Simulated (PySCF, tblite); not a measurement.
**C₅H₁₄NP: geometry, infrared bands and NMR shifts**

What infrared bands and NMR shifts should C₅H₁₄NP (`CCPCN(C)C`) show?

The runs use tblite 0.8.0 and PySCF 2.14.0, with density-fitted response routines of our own; the level of theory stands in each step. All values are computed, except where a source is named. Atoms count from 0, in the outputs and in this text.

### Step 1. Starting geometry

21 atoms, charge 0, multiplicity 1; geometry from: force field or distance geometry start.

Bonds of the start (Å): C0–C1 1.52, C1–P2 1.84, P2–C3 1.87, C3–N4 1.40, N4–C5 1.42, N4–C6 1.42, C0–H7 1.10, C0–H8 1.11, C0–H9 1.12, C1–H10 1.12, C1–H11 1.10, P2–H12 1.47, C3–H13 1.12, C3–H14 1.11, C5–H15 1.10, C5–H16 1.12, C5–H17 1.11, C6–H18 1.10, C6–H19 1.11, C6–H20 1.12.

### Step 2. Optimising the geometry with GFN2-xTB

The job: settings as JSON, then the geometry in Å.

```
{"job": {"kind": "relax", "xc": "GFN2-xTB", "basis": "xTB"}, "charge": 0, "multiplicity": 1}
C      3.429300     0.040500    -0.452700
C      2.281200    -0.699800     0.206700
P      0.718800     0.016000    -0.446500
C     -0.557600     0.308500     0.884500
N     -1.829900     0.030600     0.378600
C     -2.146600    -1.247400    -0.140000
C     -2.631400     1.125800    -0.039000
H      3.960200    -0.580300    -1.193500
H      3.073900     0.966100    -0.949800
H      4.153200     0.340100     0.347900
H      2.353700    -0.531100     1.307800
H      2.368600    -1.757400    -0.086900
H      1.067200     1.329100    -1.004600
H     -0.499600     1.408200     1.107300
H     -0.299000    -0.196900     1.840700
H     -1.510500    -2.077400     0.189800
H     -3.191300    -1.518000     0.175100
H     -2.198300    -1.204800    -1.249000
H     -2.038700     1.883200    -0.572500
H     -3.436800     0.761400    -0.702600
H     -3.075200     1.620500     0.862400
```

On the command line:

```bash
> OMP_NUM_THREADS=1 python probes_run.py task.json out
```

This one command runs all jobs of the session in turn.

**Question.** This job is followed by: GFN2-xTB harmonic vibrations, gas phase; GIAO PBE0/pcSseg-1 NMR shielding, non-relativistic, gas phase. What will the session give for the following? strongest single infrared mode (GFN2-xTB); zero-point energy (GFN2-xTB); 13C shifts against TMS (PBE0/pcSseg-1, means over atoms taken as alike); 1H shifts against TMS (PBE0/pcSseg-1, means over atoms taken as alike); 31P shifts against H3PO4 (PBE0/pcSseg-1); 15N shifts against NH3 (PBE0/pcSseg-1); surface potential, 1st and 99th percentile.

As calculated:

```
                                                               quantity                             value
                              strongest single infrared mode (GFN2-xTB)             2231 cm⁻¹, 203 km/mol
                                           zero-point energy (GFN2-xTB)                    114.5 kcal/mol
13C shifts against TMS (PBE0/pcSseg-1, means over atoms taken as alike)        60.5, 46.2, 18.5, 15.4 ppm
 1H shifts against TMS (PBE0/pcSseg-1, means over atoms taken as alike)  3.33, 2.67, 2.28, 1.31, 1.28 ppm
                               31P shifts against H3PO4 (PBE0/pcSseg-1)                        -123.2 ppm
                                 15N shifts against NH3 (PBE0/pcSseg-1)                          39.1 ppm
                                  surface potential, 1st and 99th percentile                -1.32 V and 0.69 V
```

**Reading.** Over 128 steps the energy fell by 1.354 eV; of the close pairs, P2–H12 changed most, 1.469 to 1.404 Å. No mode is imaginary among the 57: a minimum at this level. The strongest single mode, at 2231 cm⁻¹, moves mainly H12. GFN2-xTB is a fitted tight-binding method: band positions and strengths are rough. Its intensities can rank the bands wrongly. C3 (sp3 CH2 bonded to N and P) lies farthest downfield among carbon, at 60.5 ppm; deshielded by the electronegative neighbour. H13, H14 (mean) (hydrogen on an sp3 CH2 bonded to N and P) lies farthest downfield among hydrogen, at 3.33 ppm; its carbon carries N, hence the downfield position. At PBE0/pcSseg-1: Shielding is most anisotropic at P2 (span 107 ppm, paramagnetic term -528 ppm).
